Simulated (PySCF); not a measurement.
# [MoO3Br]-: geometry, NMR shifts and electronic excitations

Wanted: the NMR shifts and electronic excitations of [MoO3Br]- (`[O]=[Mo-](=[O])(=[O])[Br]`), by calculation.

Computed with PySCF 2.14.0, with density-fitted response routines of our own, on a single molecule in the gas phase. Atoms count from 0, in the outputs and in this text.

**1. The molecule as given**

5 atoms, charge -1, multiplicity 1; geometry from: GFN2-xTB.

Bonds of the start (Å): Mo0–O1 1.65, Mo0–O2 1.65, Mo0–O3 1.65, Mo0–Br4 2.41.

**2. Relaxing the molecule at PBE0-D3(BJ)/def2-SVP**

The job: settings as JSON, then the geometry in Å.

```
{"job": {"xc": "PBE0", "basis": "def2-SVP", "d3": "d3bj", "grid": 1, "maxiter": 40, "kind": "geom"}, "charge": -1, "multiplicity": 1}
Mo     0.121220     0.212290     0.087520
O      0.037020     0.033350     1.727600
O      1.635490     0.065090    -0.557070
O     -0.788340     1.444670    -0.531280
Br    -1.005400    -1.755410    -0.726780
```

The log of the run:

```text
step   0  E = -2867.24377957  max force = 0.083554
step   1  E = -2867.26448947  max force = 0.020515
step   2  E = -2867.26652393  max force = 0.003142
step   3  E = -2867.26657471  max force = 0.001061
step   4  E = -2867.26651287  max force = 0.005458
step   5  E = -2867.26659043  max force = 0.002870
step   6  E = -2867.26663093  max force = 0.000762
step   7  E = -2867.26663030  max force = 0.000355
step   8  E = -2867.26663092  max force = 0.000417
optimisation converged
```

Run time: 51 s. Hardware: 1 thread, shared host.

Relaxation path: (the energy doesn't fall at every step)

```csv
step,energy from step 0 (eV),largest force component (eV/Å)
0,0.0000,4.2965
1,-0.5635,1.0549
2,-0.6189,0.1616
3,-0.6203,0.0546
4,-0.6186,0.2807
5,-0.6207,0.1476
6,-0.6218,0.0392
7,-0.6218,0.0183
8,-0.6218,0.0214
```

Distances of close pairs at the start and the end, largest changes first:

```csv
bond,before (Å),after (Å),change (Å)
Mo0–Br4,2.409,2.507,+0.098
Mo0–O1,1.652,1.710,+0.058
Mo0–O3,1.652,1.709,+0.057
Mo0–O2,1.652,1.709,+0.057
```

The final coordinates are the input of the step that follows.

```csv
at the end point,value
point group (found at 0.08 Å tolerance),C3v
"rotational constants (GHz, main isotopes)","4.023, 1.142, 1.142"
```

**3. Nuclear shieldings: PBE0/def2-TZVP+pcSseg-1**

The job: settings as JSON, then the geometry in Å.

```
{"job": {"kind": "nmr", "xc": "PBE0", "basis": {"default": "pcSseg-1", "Mo": "def2-TZVP"}}, "charge": -1, "multiplicity": 1}
Mo     0.073737     0.135057     0.073326
O     -0.003509    -0.028326     1.773386
O      1.703561     0.200831    -0.436918
O     -0.754182     1.546825    -0.420029
Br    -1.019617    -1.854396    -0.989775
```

Level: GIAO PBE0/pcSseg-1 Mo:def2-TZVP NMR shielding, scalar relativity only through core potentials, gas phase.

The log of the run:

```text
coarse grid: 31048 points
cycle   1  E = -2866.9989691313  dE = -7.448e+00  |g| = 1.715e+00  |ddm| = 4.015e+00
cycle   2  E = -2863.7479988611  dE =  3.251e+00  |g| = 4.425e+00  |ddm| = 3.216e+00
cycle   3  E = -2867.3307716604  dE = -3.583e+00  |g| = 8.335e-01  |ddm| = 2.687e+00
cycle   4  E = -2867.4701470040  dE = -1.394e-01  |g| = 2.695e-01  |ddm| = 8.111e-01
cycle   5  E = -2867.4864451104  dE = -1.630e-02  |g| = 6.970e-02  |ddm| = 2.824e-01
cycle   6  E = -2867.4874407595  dE = -9.956e-04  |g| = 1.804e-02  |ddm| = 7.388e-02
cycle   7  E = -2867.4874877188  dE = -4.696e-05  |g| = 7.214e-03  |ddm| = 1.292e-02
cycle   8  E = -2867.4874867740  dE =  9.449e-07  |g| = 7.612e-03  |ddm| = 7.090e-03
cycle   9  E = -2867.4874981358  dE = -1.136e-05  |g| = 3.140e-04  |ddm| = 3.991e-03
cycle  10  E = -2867.4874981598  dE = -2.393e-08  |g| = 1.124e-04  |ddm| = 3.413e-04
final grid: 61104 points
cycle  11  E = -2867.4873895939  dE = -6.483e-08  |g| = 3.468e-04  |ddm| = 6.519e-04
cycle  12  E = -2867.4873893969  dE =  1.969e-07  |g| = 1.095e-03  |ddm| = 6.542e-04
cycle  13  E = -2867.4873896158  dE = -2.189e-07  |g| = 3.711e-05  |ddm| = 5.044e-04
cycle  14  E = -2867.4873896161  dE = -3.188e-10  |g| = 1.223e-05  |ddm| = 3.933e-05
converged SCF energy = -2867.4873896161

GIAO shielding tensors (ppm)
atom      isotropic    diamagn.    paramagn.     s11        s22        s33       span
  0 Mo         nan         nan         nan        nan        nan        nan        nan
  1 O     -572.287     403.394    -975.680  -1135.668   -350.266   -230.926    904.742
  2 O     -572.306     403.382    -975.688  -1135.365   -349.724   -231.830    903.535
  3 O     -572.281     403.387    -975.667  -1135.190   -349.997   -231.655    903.534
  4 Br    2747.990    3126.162    -378.172   2724.144   2727.246   2792.581     68.437
```

Wall time 10 s (1 thread, shared host).

The references, computed at this level on geometries of the same kind, shield at (ppm): 17O H2O 334.6, 79Br HBr 2584. Their shielding less the atom's gives the shift. The references are single molecules in the gas phase, so shifts against H2O, NH3, PH3, H3PO4 or CFCl3 are not on the usual liquid scales and can be off by tens of ppm. Atoms listed in one row are averaged.

```csv
atoms,environment,σ (ppm),δ (ppm)
"O1, O2, O3",oxygen bonded to Mo,-572.3,906.9
Br4,bromine bonded to Mo,2748,-164
```

Atoms past Kr carry core potentials, so their printed shieldings have no meaning and are left out of the table.

The run also stored atomic charges by several schemes (e):

```csv
atoms,Mulliken,ESP fit
Mo0,1.30,1.07
"O1, O2, O3",-0.59,-0.55
Br4,-0.53,-0.41
```

Mayer bond orders: Mo0–O1 1.81, Mo0–O2 1.81, Mo0–O3 1.81, Mo0–Br4 0.71.

With diffuse functions Mulliken charges and Mayer bond orders lose their meaning; the other schemes are steadier.

**4. Ultraviolet spectrum: PBE0/def2-SVPD**

The job: settings as JSON, then the geometry in Å.

```
{"job": {"kind": "uv", "xc": "PBE0", "basis": "def2-SVPD", "ip": false, "nstates": 10}, "charge": -1, "multiplicity": 1}
Mo     0.073737     0.135057     0.073326
O     -0.003509    -0.028326     1.773386
O      1.703561     0.200831    -0.436918
O     -0.754182     1.546825    -0.420029
Br    -1.019617    -1.854396    -0.989775
```

With the program's defaults for keys left out, this is: TDDFT PBE0/def2-SVPD, vertical, gas phase, core orbitals frozen in the response.

The log of the run:

```text
coarse grid: 31048 points
cycle   1  E = -2866.7758681755  dE = -8.433e+00  |g| = 1.589e+00  |ddm| = 4.002e+00
cycle   2  E = -2860.8560575460  dE =  5.920e+00  |g| = 5.034e+00  |ddm| = 2.099e+01
cycle   3  E = -2867.2193884733  dE = -6.363e+00  |g| = 5.353e-01  |ddm| = 2.091e+01
cycle   4  E = -2867.2668444669  dE = -4.746e-02  |g| = 2.699e-01  |ddm| = 9.264e-01
cycle   5  E = -2867.2866298252  dE = -1.979e-02  |g| = 8.430e-02  |ddm| = 4.418e-01
cycle   6  E = -2867.2886257984  dE = -1.996e-03  |g| = 1.598e-02  |ddm| = 1.238e-01
cycle   7  E = -2867.2886481007  dE = -2.230e-05  |g| = 8.307e-03  |ddm| = 1.818e-02
cycle   8  E = -2867.2886450583  dE =  3.042e-06  |g| = 9.195e-03  |ddm| = 1.171e-02
cycle   9  E = -2867.2886622312  dE = -1.717e-05  |g| = 5.716e-04  |ddm| = 6.501e-03
cycle  10  E = -2867.2886623164  dE = -8.519e-08  |g| = 1.875e-04  |ddm| = 7.938e-04
final grid: 61104 points
cycle  11  E = -2867.2885299549  dE = -5.916e-08  |g| = 2.706e-04  |ddm| = 1.070e-03
cycle  12  E = -2867.2885298678  dE =  8.709e-08  |g| = 7.126e-04  |ddm| = 7.110e-04
cycle  13  E = -2867.2885299675  dE = -9.965e-08  |g| = 1.151e-04  |ddm| = 5.455e-04
cycle  14  E = -2867.2885299703  dE = -2.795e-09  |g| = 8.917e-06  |ddm| = 1.158e-04
cycle  15  E = -2867.2885299703  dE = -1.728e-11  |g| = 5.226e-06  |ddm| = 1.521e-05
converged SCF energy = -2867.2885299703

Static polarisability (au): isotropic 76.529, principal 71.879 71.896 85.813

Singlet excitations
state   eV       nm        f      main configurations
  1   4.7975    258.4   0.00033   H->L 0.48, H->L+1 0.19, H-2->L+1 0.12
  2   4.7981    258.4   0.00035   H->L+1 0.47, H->L 0.19, H-2->L 0.13
  3   5.0858    243.8   0.00000   H-1->L 0.24, H-2->L+1 0.24, H->L+2 0.16
  4   5.1250    241.9   0.01374   H-2->L 0.28, H-1->L+1 0.28, H-2->L+1 0.14
  5   5.2679    235.4   0.00398   H-2->L 0.26, H->L 0.16, H-1->L+1 0.13
  6   5.2709    235.2   0.00341   H-2->L+1 0.27, H->L+2 0.18, H->L+1 0.17
  7   5.2767    235.0   0.00203   H->L+2 0.43, H-1->L 0.20
  8   5.4809    226.2   0.00032   H-1->L+2 0.58, H-5->L+1 0.17, H-5->L 0.12
  9   5.4830    226.1   0.00033   H-2->L+2 0.58, H-5->L 0.18, H-5->L+1 0.12
 10   5.9033    210.0   0.00000   H-3->L 0.32, H-4->L+1 0.26, H-3->L+1 0.17

Triplet excitations (Tamm-Dancoff, eV): 4.4682 4.4686 4.5047 4.5084
```

It took 19 s on 1 thread, shared host.

The orbitals next to the gap, with their largest atomic shares:

```csv
orbital,eV,atoms
HOMO−3,-4.52,"Br4 64 %, O2 10 %, O3 10 %"
HOMO−2,-4.01,"O1 32 %, Br4 23 %, O3 22 %"
HOMO−1,-4.01,"O2 30 %, O3 27 %, Br4 23 %"
HOMO,-3.92,"O1 33 %, O3 33 %, O2 32 %"
LUMO,2.87,"Mo0 55 %, O2 16 %, O1 15 %"
LUMO+1,2.87,"Mo0 55 %, O3 20 %, O2 9 %"
LUMO+2,2.95,"Mo0 47 %, Br4 34 %, O1 7 %"
```

With each of the 10 states as a Gaussian band of 0.4 eV half-width at 1/e, the curve within the window shown has maxima at 239 nm (ε 930) L/(mol cm). Beyond the last state computed it falls off for lack of states. The curve at chosen wavelengths:

nm, ε (L/mol/cm) and a bar:
```
      200          3 
      204         11 
      208         32 #
      211         63 ##
      215        137 ####
      219        256 ########
      223        417 #############
      227        599 ###################
      230        729 ########################
      234        864 ############################
      238        930 ##############################
      242        917 ##############################
      246        836 ###########################
      249        744 ########################
      253        602 ###################
      257        459 ###############
      261        333 ###########
      265        231 #######
      268        171 #####
      272        112 ####
      276         71 ##
      280         44 #
      284         26 #
      287         18 
      291         11 
      295          6
```

Ground-state properties from the same run:

```csv
property,computed
polarisability (Å³),11.34
HOMO–LUMO gap (eV),6.79
−ε(HOMO) (eV),3.92
```

**5. Nuclear shieldings: B3LYP/def2-TZVP+pcSseg-1**

The job: settings as JSON, then the geometry in Å.

```
{"job": {"kind": "nmr", "xc": "B3LYP", "basis": {"default": "pcSseg-1", "Mo": "def2-TZVP"}, "pop": false}, "charge": -1, "multiplicity": 1}
Mo     0.073737     0.135057     0.073326
O     -0.003509    -0.028326     1.773386
O      1.703561     0.200831    -0.436918
O     -0.754182     1.546825    -0.420029
Br    -1.019617    -1.854396    -0.989775
```

Level: GIAO B3LYP/pcSseg-1 Mo:def2-TZVP NMR shielding, scalar relativity only through core potentials, gas phase.

The log of the run:

```text
coarse grid: 31048 points
cycle   1  E = -2867.5320616402  dE = -7.310e+00  |g| = 1.854e+00  |ddm| = 3.991e+00
cycle   2  E = -2861.0895857921  dE =  6.442e+00  |g| = 5.503e+00  |ddm| = 5.967e+00
cycle   3  E = -2867.9061698440  dE = -6.817e+00  |g| = 9.274e-01  |ddm| = 5.751e+00
cycle   4  E = -2868.0385010650  dE = -1.323e-01  |g| = 4.833e-01  |ddm| = 9.607e-01
cycle   5  E = -2868.0950841265  dE = -5.658e-02  |g| = 1.314e-01  |ddm| = 5.681e-01
cycle   6  E = -2868.0992689727  dE = -4.185e-03  |g| = 4.532e-02  |ddm| = 1.634e-01
cycle   7  E = -2868.0995352767  dE = -2.663e-04  |g| = 1.578e-02  |ddm| = 2.561e-02
cycle   8  E = -2868.0995041302  dE =  3.115e-05  |g| = 2.019e-02  |ddm| = 1.522e-02
cycle   9  E = -2868.0995826314  dE = -7.850e-05  |g| = 1.600e-03  |ddm| = 1.017e-02
cycle  10  E = -2868.0995831288  dE = -4.974e-07  |g| = 2.813e-04  |ddm| = 1.084e-03
final grid: 61104 points
cycle  11  E = -2868.0994363207  dE = -2.001e-08  |g| = 7.087e-04  |ddm| = 8.474e-04
cycle  12  E = -2868.0994353591  dE =  9.615e-07  |g| = 2.372e-03  |ddm| = 1.472e-03
cycle  13  E = -2868.0994364129  dE = -1.054e-06  |g| = 1.314e-04  |ddm| = 1.152e-03
cycle  14  E = -2868.0994364170  dE = -4.134e-09  |g| = 1.819e-05  |ddm| = 1.178e-04
cycle  15  E = -2868.0994364171  dE = -7.230e-11  |g| = 6.947e-06  |ddm| = 2.073e-05
converged SCF energy = -2868.0994364171

GIAO shielding tensors (ppm)
atom      isotropic    diamagn.    paramagn.     s11        s22        s33       span
  0 Mo         nan         nan         nan        nan        nan        nan        nan
  1 O     -570.960     404.685    -975.644  -1123.541   -356.820   -232.518    891.022
  2 O     -570.927     404.673    -975.600  -1123.138   -356.216   -233.427    889.712
  3 O     -570.916     404.678    -975.594  -1122.995   -356.504   -233.250    889.745
  4 Br    2709.363    3126.438    -417.076   2679.883   2683.016   2765.189     85.305
```

Run time: 10 s. Hardware: 1 thread, shared host.

Key values: δ O1 905.0, Br4 -165 ppm (means over like atoms).

**6. Side by side: NMR shifts**

Shifts (ppm), means over like atoms, with basis size and wall time:

```csv
run,O1,Br4,functions,time
PBE0/def2-TZVP+pcSseg-1,906.9,-164,132,10 s
B3LYP/def2-TZVP+pcSseg-1,905.0,-165,132,10 s
```

**7. Summary of results**

| quantity | value |
| --- | --- |
| point group | C3v |
| rotational constants (main isotopes) | 4.02, 1.14, 1.14 GHz |
| 17O shifts against H2O (PBE0/def2-TZVP+pcSseg-1, means over atoms taken as alike) | 906.9 ppm |
| 79Br shifts against HBr (PBE0/def2-TZVP+pcSseg-1) | -164 ppm |
| lowest singlet (PBE0/def2-SVPD) | 4.80 eV (258 nm), f = 0.000 |
| brightest single state of those computed | state 4, 5.12 eV, f = 0.014 |
| lowest triplet | 4.47 eV |
| range of the shift of O1 | 905.0 to 906.9 ppm |

In words: Over 8 steps the energy fell by 0.622 eV; of the close pairs, Mo0–Br4 changed most, 2.409 to 2.507 Å. At PBE0/def2-TZVP+pcSseg-1: Shielding is most anisotropic at O1, O2, O3 (span 904 ppm, paramagnetic term -976 ppm). The first singlet state (HOMO→LUMO 0.48, HOMO→LUMO+1 0.19) lies at 4.80 eV and is dark; of the 10 states computed, the strongest absorption comes from state 4 at 5.12 eV. The lowest triplet lies 0.33 eV below the lowest singlet (triplets in Tamm-Dancoff, singlets in full TDDFT). The lowest singlet lies above −ε(HOMO); no detachment energy was computed, so the anion's states may not be bound. Across the 2 runs the shift of O1 (with its like atoms) moves most, between 905.0 (B3LYP/def2-TZVP+pcSseg-1) and 906.9 ppm (PBE0/def2-TZVP+pcSseg-1). Spin-orbit coupling is left out, which matters for shieldings and couplings at and beside the heavy atoms.
